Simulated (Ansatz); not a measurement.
# Cs2InPd: the cost of one run

Computed with Ansatz 0.2.0 (DFT PBE, scalar-relativistic, plane waves, PAW, unless a step's input says otherwise).

### Step 1. The structure to begin with

Symmetry: P4/mmm, No. 123, tetragonal system. The conventional cell has a = 4.174 Å, b = 4.174 Å, c = 8.460 Å, α = 90.00°, β = 90.00°, γ = 90.00°. Cs (site symmetry 4mm) is surrounded by 4 Pd at 3.59 Å and 4 In at 3.68 Å and 5 Cs at 4.08 to 4.17 Å. In (site symmetry 4/mmm) is surrounded by 8 Cs at 3.68 Å and 4 In at 4.17 Å. Pd (site symmetry 4/mmm) has 8 Cs at 3.59 Å as nearest neighbours.

As a file:

```cif
data_structure
_symmetry_space_group_name_H-M 'P4/mmm'
_symmetry_Int_Tables_number 123
_cell_length_a 4.1740
_cell_length_b 4.1740
_cell_length_c 8.4605
_cell_angle_alpha 90.000
_cell_angle_beta 90.000
_cell_angle_gamma 90.000
_cell_volume 147.40
loop_
_atom_site_label
_atom_site_type_symbol
_atom_site_symmetry_multiplicity
_atom_site_Wyckoff_symbol
_atom_site_fract_x
_atom_site_fract_y
_atom_site_fract_z
_atom_site_occupancy
Cs1 Cs 2 g 0.00000 0.00000 0.75899 1
In1 In 1 d 0.50000 0.50000 0.50000 1
Pd1 Pd 1 c 0.50000 0.50000 0.00000 1
```

A structure generator made this guess: species swapped into a database cell of Ce2InAg (P4/mmm, No. 123), with Cs on the Ce sites and Pd on the Ag sites. Its size is a rough estimate.

### Step 2. The guess as it stands, on a coarse mesh

input.yaml

```yaml
crystal:
  lattice:
    - [4.17395729, 0.0, 0.0]
    - [0.0, 4.17395729, 0.0]
    - [0.0, 0.0, 8.4604833]
  atoms:
    - { symbol: Cs, position: [0.0, 0.0, 0.75899303] }
    - { symbol: Cs, position: [0.0, 0.0, 0.24100697] }
    - { symbol: In, position: [0.5, 0.5, 0.5] }
    - { symbol: Pd, position: [0.5, 0.5, 0.0] }
basis:
  ecutwfc: 420
kpoints:
  mp_grid: { grid: [4, 4, 2] }
hamiltonian:
  xc: pbe
scf:
  occupations: { method: gaussian, width: 0.1 }
  lower_state_search: "off"
output:
  forces: true
  stress: true
  eigenvalues: true
```

Launch:

```bash
$ ansatz run input.yaml --threads 1 --pin off --max-ram 2560MiB --backend cpu --events-out ev --progress --plain --runs-dir out
```

What time and memory should one allow on 1 thread of Arm Neoverse V2, shared host?

About 3.1 s, with a peak of 0.4 GiB.
